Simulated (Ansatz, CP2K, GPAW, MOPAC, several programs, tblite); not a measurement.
# What cheap methods get right for Li2SnHgTe4

How much accuracy does each second buy? Li2SnHgTe4 is computed with 10 methods of unlike cost, up to r2SCAN.

Method: no spin polarisation, static lattice; gaps from single points on the cell relaxed beforehand with r²SCAN, in MOPAC, tblite, CP2K, Ansatz, GPAW (versions at each run).

4 further runs of the same task are left out: 4 set aside as unsound or not needed.

## Step 1: Starting point

The structure is tetragonal, space group I-4 (No. 82). The conventional cell has a = 6.483 Å, b = 6.483 Å, c = 12.704 Å, α = 90.00°, β = 90.00°, γ = 90.00°. Li (site symmetry -4) has 4 Te at 2.80 Å in its first shell of neighbours. Li (site symmetry -4) has 4 Te at 2.74 Å in its first shell of neighbours. Hg (site symmetry -4) is surrounded by 4 Te at 2.84 Å. Around Sn (site symmetry -4) lie 4 Te at 2.77 Å. Te (site symmetry 1) is surrounded by 2 Li at 2.74 to 2.80 Å and 1 Sn at 2.77 Å and 1 Hg at 2.84 Å.

Coordinates:

```cif
data_structure
_symmetry_space_group_name_H-M 'P 1'
_symmetry_Int_Tables_number 1
_cell_length_a 7.8337
_cell_length_b 7.8337
_cell_length_c 7.8337
_cell_angle_alpha 131.111
_cell_angle_beta 131.111
_cell_angle_gamma 71.636
_cell_volume 267.01
loop_
_atom_site_label
_atom_site_type_symbol
_atom_site_fract_x
_atom_site_fract_y
_atom_site_fract_z
_atom_site_occupancy
Li1 Li 0.00000 0.00000 0.00000 1
Li2 Li 0.75000 0.25000 0.50000 1
Hg1 Hg 0.25000 0.75000 0.50000 1
Sn1 Sn 0.50000 0.50000 0.00000 1
Te1 Te 0.12065 0.61702 0.98683 1
Te2 Te 0.38298 0.36982 0.50363 1
Te3 Te 0.63018 0.13382 0.01317 1
Te4 Te 0.86618 0.87935 0.49637 1
```

The structure type (kesterite) is imposed and need not be the compound's stable one.

**Question.** The methods are PM6, PM7, GFN1-xTB (tblite), GFN2-xTB (tblite), PBE/DZVP, PBE/SZV, coarse PBE, GLLB-SC, PBE, r2SCAN. What gap does r2SCAN give on this cell, and which other methods (full PBE left aside) come nearest to r2SCAN and farthest in gap, volume and bulk modulus?

| quantity | value |
| --- | --- |
| r2SCAN | gap 1.34 eV, 33.38 Å³/atom, B₀ 35 GPa |
| gap: nearest and farthest of the other methods | PBE/DZVP, PBE/SZV, coarse PBE (about 0.33 eV off); PM6 (+3.40 eV) |
| volume: nearest and farthest of the other methods | GFN2-xTB (tblite) (-1.5 %), PBE/SZV (+10.5 %) |
| bulk modulus: nearest and farthest of the other methods | GFN2-xTB (tblite) (+6 %), GFN1-xTB (tblite) (+43 %) |

**Reading.** For the gap (full PBE left aside), PBE/DZVP, PBE/SZV, coarse PBE tie for nearest to r2SCAN; PM6 is farthest. Among the 5 methods compared for the volume (full PBE left aside), GFN2-xTB (tblite) is nearest to r2SCAN and PBE/SZV farthest. Among the 5 methods compared for the bulk modulus (full PBE left aside), GFN2-xTB (tblite) is nearest to r2SCAN and GFN1-xTB (tblite) farthest. A minimal basis or a coarse cutoff and mesh shifts results by its own error, so closeness to r2SCAN can be chance. Cluster runs see only the k-points that fold onto the zone centre, so their gaps can miss the band edges. GLLB-SC is compared with its derivative discontinuity added. PM7 ended in an unphysical state and is left out of the comparison. No volume is given for PM6, which can hide a larger miss. CPU times run from 1.6 s (PM7) to 2.5 min (GLLB-SC). On this cell GLLB-SC cost more than r2SCAN itself (2.1 min), so it is no saving here. r2SCAN is a yardstick, not the truth: it usually gives gaps below the measured ones. Spin-orbit coupling is left out throughout.
